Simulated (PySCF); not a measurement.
**Sn (triplet) at other levels of theory**

Starting from one script, swap the method and compare what comes out for Sn (triplet).

Program: PySCF 2.14.0. Level of theory: each script names its method and basis. These are calculated values, not measurements.

## Step 1: The atom

Sn (triplet): 1 atom, charge 0, spin multiplicity 3.

## Step 2: The base run

input.py

```python
from pyscf import gto, dft

mol = gto.M(
    atom='Sn 0 0 0',
    basis='def2-svpd',
    ecp={'Sn': 'def2-svpd'},
    charge=0,
    spin=2,
    verbose=4,
)
mf = dft.ROKS(mol, xc='m06l')
mf.kernel()
mf.mulliken_pop()
mf.dip_moment()
print('orbital energies (hartree):', mf.mo_energy[..., max(0, mol.nelec[1]-3):mol.nelec[0]+3].round(4))
```

The run is started by

```console
$ OMP_NUM_THREADS=1 python input.py
```

The log of this run is left out.

Base result: E(SCF) = -214.392378 Eh, 8 cycles.

The triplet is typed in the script; nothing here shows that it is the ground state.

## Step 3: Pw91

Variant 1 changes functional: m06l → pw91.

input.py

```python
from pyscf import gto, dft

mol = gto.M(
    atom='Sn 0 0 0',
    basis='def2-svpd',
    ecp={'Sn': 'def2-svpd'},
    charge=0,
    spin=2,
    verbose=4,
)
mf = dft.ROKS(mol, xc='pw91')
mf.kernel()
mf.mulliken_pop()
mf.dip_moment()
print('orbital energies (hartree):', mf.mo_energy[..., max(0, mol.nelec[1]-3):mol.nelec[0]+3].round(4))
```

The run is started by

```console
$ OMP_NUM_THREADS=1 python input.py
```

## Step 4: SCF alone

Variant 2 changes step after the SCF: analyze → none.

input.py, as its differences from that of step 2:

```diff
@@ -12,3 +12,2 @@
 mf.kernel()
-mf.mulliken_pop()
 mf.dip_moment()
```

## Step 5: B3lyp5

Variant 3 changes functional: m06l → b3lyp5.

input.py, as its differences from that of step 2:

```diff
@@ -10,3 +10,3 @@
 )
-mf = dft.ROKS(mol, xc='m06l')
+mf = dft.ROKS(mol, xc='b3lyp5')
 mf.kernel()
```

What does the calculation give? Wanted: for each run, E(SCF); from base.

The runs gave:

```
      run  E(SCF) (hartree)  from base (eV)  cycles
     base       -214.392378               0       8
     pw91       -214.329582  not comparable      20
SCF alone       -214.392378          0.0000       8
   b3lyp5       -214.239791  not comparable       7
```

Total energies of different functionals can't be compared with each other; differences within one functional can.
